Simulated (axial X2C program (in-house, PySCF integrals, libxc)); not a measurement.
# CuC: properties at the nuclei

Wanted for CuC: properties at the nuclei, at the two-component level.

The runs use an in-house X2C program for linear molecules on PySCF integrals; two-component X2C with atomic mean-field terms, Cu dyall-cv3z, C dyall-v3z.

All values are calculated.

## 1. Input

task.json reads:

```json
{"zs": [29, 6], "q": 0, "bas": ["dyall-cv3z", "dyall-v3z"], "r0": 1.82, "levels": ["PBE0", "HF", "BP86", "PBE", "PBE50"], "nst": 3}
```

Keys: zs atomic numbers; q charge; bas basis sets; r0 starting distance in Å; levels methods (HF also brings MP2); nst determinants followed.

Run with:

```sh
python soeom.py task.json out
```

After this run come: Expectation values, lowest determinant; Expectation values, a higher determinant; Expectation values, a higher determinant.

What does the calculation give? Wanted: lowest determinant; Eeff magnitude; Ws magnitude Cu; A∥/gI Cu; qzz Cu; higher determinant (for each run or level that gives them).

**Answer**, as computed:

```
                                        quantity                                                  value
                              lowest determinant                Ω = 3/2 (excess of +ω over −ω: ω = 3/2)
                    Eeff magnitude (GV/cm), PBE0                                                  0.518
                     Ws magnitude Cu (kHz), PBE0                                                  0.121
                            A∥/gI Cu (MHz), PBE0                                                    874
                             qzz Cu (a.u.), PBE0                                                   0.71
                              higher determinant                Ω = 1/2 (excess of +ω over −ω: ω = 1/2)
Eeff magnitude (GV/cm), PBE0, higher determinant                                                  0.298
 Ws magnitude Cu (kHz), PBE0, higher determinant                                                  0.209
        A∥/gI Cu (MHz), PBE0, higher determinant                                                    754
         qzz Cu (a.u.), PBE0, higher determinant                                                   0.86
                              higher determinant  Ω = 1/2 (excess of +ω over −ω: 2 × ω = -1/2, ω = 3/2)
Eeff magnitude (GV/cm), PBE0, higher determinant                                                  0.347
 Ws magnitude Cu (kHz), PBE0, higher determinant                                                  0.382
        A∥/gI Cu (MHz), PBE0, higher determinant                                                  -3470
         qzz Cu (a.u.), PBE0, higher determinant                                                   0.85
```

**Reading.** In the first state, the effective field runs from 0.168 to 0.712 GV/cm over the mean-field levels, so the levels don't agree on it. The expectation values come from single determinants, which for open shells can mix terms of unlike spin or miss the lowest Ω, so a determinant need not be a state. Eeff is the effective electric field on the electron dipole moment in this Ω state and Ws the scalar–pseudoscalar constant (defined with the proton number Z and per Ω); A∥ is the parallel hyperfine constant, which follows by multiplying with the nuclear g factor gI = μI/(I μN); qzz is the electric field gradient, eQq0 = 234.96 MHz × Q/barn × qzz; μ is positive if C is the positive end. The operators were transformed with the bare-nucleus X2C matrices.
